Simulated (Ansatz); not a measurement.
Debugging a single point from an input written key by key of CH6BFOSi, SMILES OBC(F)[SiH3] (Ansatz's Python interface).

`input.yaml`
```yaml
crystal:
  periodic: [false, false, false]
  atoms:
    - { symbol: O, position: [-2.0891, -0.0343, 0.5304] }
    - { symbol: B, position: [-1.1778, -0.7642, -0.264] }
    - { symbol: C, position: [0.3212, -0.8157, 0.1587] }
    - { symbol: F, position: [1.1119, -1.6801, -0.655] }
    - { symbol: Si, position: [1.1272, 0.8733, 0.0236] }
    - { symbol: H, position: [-2.1554, 0.9179, 0.086] }
    - { symbol: H, position: [-1.5211, -1.3938, -1.1834] }
    - { symbol: H, position: [0.4636, -1.1561, 1.2143] }
    - { symbol: H, position: [0.4235, 1.8302, 0.975] }
    - { symbol: H, position: [2.5416, 0.8063, 0.4599] }
    - { symbol: H, position: [1.0198, 1.3596, -1.3249] }
basis:
  gaussian: { orbitals: def2-SVP }
hamiltonian:
  xc: pbe0
output:
  forces: true
```

`ch6bfosi.py`:
```python
"""Run CH6BFOSi from an input written out key by key."""

import ansatz
import numpy as np


def main() -> None:
    session = ansatz.Session.from_deck("input.yaml")
    r = session.plan(threads=1).execute().report

    print(f"E = {r['free_energy_ev']:.6f} eV = {r['free_energy_ev'] / 27.211386246:.7f} Ha")
    print("converged:", r["converged"], " doubts:", r["published_state_doubts"] or "none")
    symbols = ["O", "B", "C", "F", "Si", "H", "H", "H", "H", "H", "H"]
    field = r["mean_field"]
    print("<S^2> =", round(abs(field["state"]["spin_squared"]), 4), " all-electron relativity setting:", field["relativity"])
    print("passes:", field["passes"])
    if "symmetry" in field:
        print("occupied orbitals by irrep:", field["symmetry"]["occupied"])

    print("forces (eV/A)")
    for symbol, f in zip(symbols, r["forces_ev_ang"]):
        print(f"  {symbol:2s} {f[0]:9.4f} {f[1]:9.4f} {f[2]:9.4f}")
    charges = r["charge_distribution"]
    print("dipole moment", round(4.803205 * float(np.linalg.norm(charges["dipole_moment_e_ang"])), 3), "D")
    print("Mulliken:", [(s, round(q, 3)) for s, q in zip(symbols, charges["mulliken_charges_e"])])


if __name__ == "__main__":
    main()
```

Running `python ch6bfosi.py` prints:
```text
Traceback (most recent call last):
  File "ch6bfosi.py", line 29, in <module>
    main()
    ~~~~^^
  File "ch6bfosi.py", line 8, in main
    session = ansatz.Session.from_deck("input.yaml")
ansatz.RefusalError: invalid value for `crystal.atoms`: an atom of a molecule in open space has symbol and position_ang alone
```

Why does it end like this?

The fault: fractional positions on molecule. Mended:

```diff
--- input.yaml
+++ input.yaml
@@ -4,11 +4,11 @@
-    - { symbol: O, position: [-2.0891, -0.0343, 0.5304] }
-    - { symbol: B, position: [-1.1778, -0.7642, -0.264] }
-    - { symbol: C, position: [0.3212, -0.8157, 0.1587] }
-    - { symbol: F, position: [1.1119, -1.6801, -0.655] }
-    - { symbol: Si, position: [1.1272, 0.8733, 0.0236] }
-    - { symbol: H, position: [-2.1554, 0.9179, 0.086] }
-    - { symbol: H, position: [-1.5211, -1.3938, -1.1834] }
-    - { symbol: H, position: [0.4636, -1.1561, 1.2143] }
-    - { symbol: H, position: [0.4235, 1.8302, 0.975] }
-    - { symbol: H, position: [2.5416, 0.8063, 0.4599] }
-    - { symbol: H, position: [1.0198, 1.3596, -1.3249] }
+    - { symbol: O, position_ang: [-2.0891, -0.0343, 0.5304] }
+    - { symbol: B, position_ang: [-1.1778, -0.7642, -0.264] }
+    - { symbol: C, position_ang: [0.3212, -0.8157, 0.1587] }
+    - { symbol: F, position_ang: [1.1119, -1.6801, -0.655] }
+    - { symbol: Si, position_ang: [1.1272, 0.8733, 0.0236] }
+    - { symbol: H, position_ang: [-2.1554, 0.9179, 0.086] }
+    - { symbol: H, position_ang: [-1.5211, -1.3938, -1.1834] }
+    - { symbol: H, position_ang: [0.4636, -1.1561, 1.2143] }
+    - { symbol: H, position_ang: [0.4235, 1.8302, 0.975] }
+    - { symbol: H, position_ang: [2.5416, 0.8063, 0.4599] }
+    - { symbol: H, position_ang: [1.0198, 1.3596, -1.3249] }
```

The mended script runs so:

```console
$ python ch6bfosi.py
E = -14434.502058 eV = -530.4581666 Ha
converged: True  doubts: none
<S^2> = 0.0  all-electron relativity setting: none
passes: {'evaluations': 15, 'products': 12}
occupied orbitals by irrep: [{'A': 24}, {'A': 24}]
forces (eV/A)
  O     0.8378    2.6800   -2.3713
  B    -0.3393    0.5927    1.9040
  C     0.6549   -1.1029   -0.0642
  F    -0.5612    0.4913    0.3523
  Si    0.0164    0.4704    1.4686
  H    -0.1084   -3.0129    1.5653
  H    -0.4776   -0.4422   -1.1018
  H    -0.2829    0.2238   -0.2772
  H     0.1117   -0.2321   -0.3428
  H     0.2009   -0.0616   -0.0804
  H    -0.0523    0.3934   -1.0523
dipole moment 2.062 D
Mulliken: [('O', -0.249), ('B', 0.125), ('C', 0.003), ('F', -0.303), ('Si', 0.287), ('H', 0.235), ('H', -0.039), ('H', 0.098), ('H', -0.059), ('H', -0.045), ('H', -0.054)]
```

Total energies depend on the basis set; only differences at equal settings carry meaning. The geometry is a force-field or estimated start, not a minimum of this method, and the basis set is short of its limit. Finished in 4.7 s on 1 thread of Arm Neoverse V1, with other jobs on the host, peak memory 0.26 GiB.
